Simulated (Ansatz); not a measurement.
C2H5ClGeO, SMILES C[C](=O)[GeH2][Cl], a ladder of methods at one geometry

Program: Ansatz 0.2.0 through its Python package.

Run as a notebook:

In [1]:
```python
from pathlib import Path

import ansatz as az
import numpy as np
```

In [2]:
```python
geometry_ang = [
    ("C", (-1.4015, 0.1943, 0.4643)),
    ("C", (-0.4235, -0.2315, -0.5855)),
    ("O", (-0.834, -0.6559, -1.6533)),
    ("Ge", (1.4785, -0.1251, -0.29)),
    ("Cl", (1.9507, 0.6577, 1.675)),
    ("H", (-0.881, 0.5548, 1.3739)),
    ("H", (-2.0367, 1.0145, 0.0694)),
    ("H", (-2.0471, -0.6653, 0.7411)),
    ("H", (2.0901, -1.5424, -0.4294)),
    ("H", (2.1045, 0.7988, -1.3655)),
]
molecule = az.Crystal.molecule()
for symbol, xyz in geometry_ang:
    molecule = molecule.atom(symbol, xyz)

job = molecule.calculation().basis(gaussian="def2-SVP")
```

In [3]:
```python
print("functional    E (Ha)        dipole (D)   HOMO (eV)  LUMO (eV)")
for name in ["r2scan0", "pbe0", "revpbe", "hse06", "blyp"]:
    summary = job.functional(name).forces().orbitals().run(runs_dir="runs").report
    lines = Path(summary["orbitals_path"]).read_text().splitlines()
    field_of = lambda key: [line.split("=")[1].strip() for line in lines if line.startswith(key)]
    orbitals = [(27.211386 * float(e), s, float(n)) for e, s, n in zip(field_of("Ene="), field_of("Spin="), field_of("Occup="))]
    homo = max(e for e, _, n in orbitals if n > 0.5)
    lumo = min(e for e, _, n in orbitals if n < 0.5)
    dipole = 4.803205 * np.linalg.norm(summary["charge_distribution"]["dipole_moment_e_ang"])
    print(f"{name:10s} {summary['free_energy_ev'] / 27.211386246:14.6f} {dipole:9.3f} {homo:11.3f} {lumo:10.3f}")
```
```text
functional    E (Ha)        dipole (D)   HOMO (eV)  LUMO (eV)
r2scan0      -2690.985592     0.810      -7.471     -1.603
pbe0         -2690.561741     0.795      -7.231     -1.661
revpbe       -2690.859338     0.828      -5.690     -2.636
hse06        -2690.546796     0.799      -6.831     -2.052
blyp         -2691.139193     0.862      -5.582     -2.514
```

The settings weren't tested for convergence. The geometry is a force-field or estimated start, not a minimum of this method, and the basis set is short of its limit. A lower total doesn't mark the better method: functionals have no common bound, and MP2 and coupled cluster aren't variational. Levels such as HOMO and LUMO are orbital energies: with these approximate functionals they aren't the ionisation energy and electron affinity, and their gap isn't the fundamental gap. hse06 follows the composition of plane-wave codes, whose totals differ by tens of mHa, up to about 0.1 Ha, from the form usual in Gaussian-basis programs (wpbeh). It ran for 36 s on 1 thread of Arm Neoverse V1 (shared host), peak memory 0.38 GiB.
